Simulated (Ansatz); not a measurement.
# LiGeN: band gap under strain

How does strain move the band edges of LiGeN, database structure, and do the functionals agree on it? States: no strain; +5.2 % biaxial strain in x and y, z held; -3.7 % strain along z alone.

Program: Ansatz 0.2.0. PAW datasets, plane waves. Calculated at 0 K for a non-magnetic cell.

### 1 Starting point

The unstrained cell was relaxed with r2SCAN; in each strained cell the atoms were relaxed again with r2SCAN. Names of k-points are those of the unstrained zone, where strain can split equivalent points. First state: no strain.

The symmetry is P6_3mc (No. 186, hexagonal); a = 2.987 Å, c = 9.353 Å in the conventional setting, 12.05 Å³ an atom. Around Li lie 3 N at 2.17 Å; around Ge lie 3 N at 1.98 Å; around N lie 3 Ge at 1.98 Å and 3 Li at 2.17 Å.

The structure in full:

```cif
data_structure
_symmetry_space_group_name_H-M 'P6_3mc'
_symmetry_Int_Tables_number 186
_cell_length_a 2.9871
_cell_length_b 2.9871
_cell_length_c 9.3531
_cell_angle_alpha 90.000
_cell_angle_beta 90.000
_cell_angle_gamma 120.000
_cell_volume 72.27
loop_
_atom_site_label
_atom_site_type_symbol
_atom_site_symmetry_multiplicity
_atom_site_Wyckoff_symbol
_atom_site_fract_x
_atom_site_fract_y
_atom_site_fract_z
_atom_site_occupancy
Li1 Li 2 b 0.66667 0.33333 0.74318 1
Ge1 Ge 2 a 0.00000 0.00000 0.49883 1
N1 N 2 b 0.33333 0.66667 0.60263 1
```

### 2 No strain: PBE

File input.yaml:

```yaml
crystal:
  lattice:
    - [2.9870692118, 0.0, 0.0]
    - [-1.4935346059, 2.5868778203, 0.0]
    - [0.0, 0.0, 9.3530577756]
  atoms:
    - { symbol: Li, position: [0.6666666667, 0.3333333333, 0.7431798189] }
    - { symbol: Li, position: [0.3333333333, 0.6666666667, 0.2431798189] }
    - { symbol: Ge, position: [0.0, 0.0, 0.498827319] }
    - { symbol: Ge, position: [0.0, 0.0, 0.998827319] }
    - { symbol: "N", position: [0.3333333333, 0.6666666667, 0.6026308621] }
    - { symbol: "N", position: [0.6666666667, 0.3333333333, 0.1026308621] }
kpoints:
  mp_grid: { grid: [12, 12, 4] }
  band_path:
    path:
      - [0.0, 0.0, 0.0]
      - [0.5, 0.0, 0.0]
      - [0.3333333333, 0.3333333333, 0.0]
      - [0.0, 0.0, 0.5]
      - [0.5, 0.0, 0.5]
      - [0.3333333333, 0.3333333333, 0.5]
      - [0.45, 0.0, 0.0]
      - [0.151042, 0.151042, 0.0]
      - [0.0, 0.5, 0.0]
    npoints: 1
hamiltonian:
  xc: pbe
scf:
  occupations: { method: fermi_dirac, width: 0.02 }
  n_extra_bands: 5
output:
  forces: true
  stress: true
  eigenvalues: true
```

Command:

```bash
$ ansatz run input.yaml --threads 4 --pin off --max-ram 4608MiB --backend cpu --events-out ev --progress --plain --runs-dir out
```

The runs that follow: No strain: r2SCAN; No strain: HSE06; +5.2 % biaxial strain in x and y, z held: PBE; +5.2 % biaxial strain in x and y, z held: r2SCAN; +5.2 % biaxial strain in x and y, z held: HSE06; -3.7 % strain along z alone: PBE; -3.7 % strain along z alone: r2SCAN; -3.7 % strain along z alone: HSE06.

What does the calculation give?

**Answer**, as computed:

Least gap in eV (negative: overlap), with the change from the unstrained cell in brackets:

```
                                   state  volume change (%)           PBE        r2SCAN         HSE06
                               no strain               +0.0          1.51          1.83          2.23
+5.2 % biaxial strain in x and y, z held              +10.8  1.10 (-0.41)  1.42 (-0.41)  1.87 (-0.36)
             -3.7 % strain along z alone               -3.7  1.35 (-0.16)  1.67 (-0.16)  2.13 (-0.10)
```

The largest move of the HSE06 gap in the table is -0.354 eV, under +5.2 % biaxial strain in x and y, z held. PBE and HSE06 differ by 0.72 eV on the unstrained gap, and by at most 0.06 eV on its change: PBE follows the response to strain far better than the gap itself.
